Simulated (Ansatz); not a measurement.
# CH₃ClFNOW: vertical ionisation energy

The task here is to estimate one member of a computed series from the others.

Computed with Ansatz 0.2.0, Gaussian basis. Level: unrestricted cation, the program's frozen cores in correlated methods.

Levels to be run: UKS PBE-D4/def2-TZVPP; UKS r2SCAN-D4/def2-TZVPP; UKS PBE0-D4/def2-TZVPP; UKS B3LYP-D4/def2-TZVPP; UKS wB97X-V/def2-TZVPP; UKS wB97M-V/def2-TZVPP; UKS B2PLYP/def2-TZVPP; UHF-CCSD(T)/def2-TZVPP; UHF-MP2/def2-QZVPP; extrapolation to the limit; then −ε(HOMO) from the neutral's earlier runs with LDA (SPW92), PBE-D4, revPBE-D4, BLYP-D4, r2SCAN-D4, B97M-V, PBE0-D4, B3LYP-D4, r2SCANh-D4, r2SCAN0-D4, HSE06-D4, BHLYP-D4, CAM-B3LYP-D4, LC-ωPBE, ωB97X-V, ωB97M-V.

## Structure used throughout

An earlier PBE0-D4 in a triple-zeta def2 set relaxation fixed the geometry. W takes the def2 core potential; no spin-orbit term is included.

SMILES `C[N]=[W](=[O])([F])[Cl]`, 9 atoms, charge 0, spin multiplicity 1.

Atoms are counted from 1 here; the program's logs count them from 0.

Bond lengths: C1–N2 1.418 Å, C1–H7 1.094 Å, C1–H8 1.095 Å, C1–H9 1.094 Å, N2–W3 1.735 Å, W3–O4 1.698 Å, W3–F5 1.866 Å, W3–Cl6 2.274 Å. Angles: N2–C1–H7 109.7°, N2–C1–H8 111.4°, N2–C1–H9 110.0°, H7–C1–H8 108.7°, H7–C1–H9 107.9°, H8–C1–H9 109.0°, C1–N2–W3 155.1°, N2–W3–O4 107.0°, N2–W3–F5 107.9°, N2–W3–Cl6 107.1°, O4–W3–F5 110.1°, O4–W3–Cl6 109.3°, F5–W3–Cl6 115.1°.

Set-up of the first run:

Contents of in.yaml:

```yaml
crystal:
  periodic: [false, false, false]
  atoms:
    - {symbol: C, position_ang: [-0.003028, -1.183854, 1.063812]}
    - {symbol: N, position_ang: [0.146861, 0.046507, 0.375196]}
    - {symbol: W, position_ang: [0.085386, 1.093614, -1.006935]}
    - {symbol: O, position_ang: [-0.408514, 0.145971, -2.326801]}
    - {symbol: F, position_ang: [1.805145, 1.756750, -1.299529]}
    - {symbol: Cl, position_ang: [-1.497355, 2.670179, -0.579531]}
    - {symbol: H, position_ang: [-0.749658, -1.075166, 1.856645]}
    - {symbol: H, position_ang: [-0.323128, -1.983429, 0.387090]}
    - {symbol: H, position_ang: [0.944291, -1.470572, 1.530043]}
basis:
  gaussian: {orbitals: def2-TZVPP}
total_charge: 1
magnetization: {spin_polarized: true, initial_magnetization: 1}
hamiltonian: {xc: pbe, dispersion: d4}
```

Run with:

```bash
ansatz run in.yaml --threads 2 --pin off --events-out ev --progress --plain --max-ram 22528MiB --backend cpu
```

Steps of the session up to this table: Cation, UKS PBE-D4/def2-TZVPP; Cation, UKS r2SCAN-D4/def2-TZVPP; Cation, UKS PBE0-D4/def2-TZVPP; Cation, UKS B3LYP-D4/def2-TZVPP; Cation, UKS wB97X-V/def2-TZVPP; Cation, UKS wB97M-V/def2-TZVPP; Cation, UKS B2PLYP (frozen core)/def2-TZVPP; Cation, UHF-CCSD(T)/def2-TZVPP; Cation, UHF-MP2/def2-QZVPP.

One table of the session follows, with a row left open; its other results are not shown here.

Orbital estimates, from the neutral's runs:

| functional | −ε(HOMO) (eV) |
| --- | --- |
| LDA (SPW92) | 6.91 |
| PBE-D4 | 6.73 |
| revPBE-D4 | 6.66 |
| BLYP-D4 | 6.61 |
| r2SCAN-D4 | 7.02 |
| B97M-V | 7.09 |
| PBE0-D4 | 8.10 |
| B3LYP-D4 | 7.87 |
| r2SCANh-D4 | ? |
| r2SCAN0-D4 | 8.30 |
| HSE06-D4 | 7.70 |
| BHLYP-D4 | 9.37 |
| CAM-B3LYP-D4 | 9.45 |
| LC-ωPBE | 10.74 |
| ωB97X-V | 10.41 |
| ωB97M-V | 10.32 |

Estimate the missing values for r2SCANh-D4.

Worked estimate for «−ε(HOMO) (eV)». Against the share of exact exchange, r2SCAN-D4 (0, 7.02), r2SCAN0-D4 (0.25, 8.30) give a slope of 5.12 per unit share; at 0.1 the line stands at 7.53.

The run gave: −ε(HOMO) (eV): 7.53. In «−ε(HOMO) (eV)» the line misses by 0.00.

To keep in mind: The cation may have settled in a state other than its lowest; no search over hole states beyond the program's own was made.
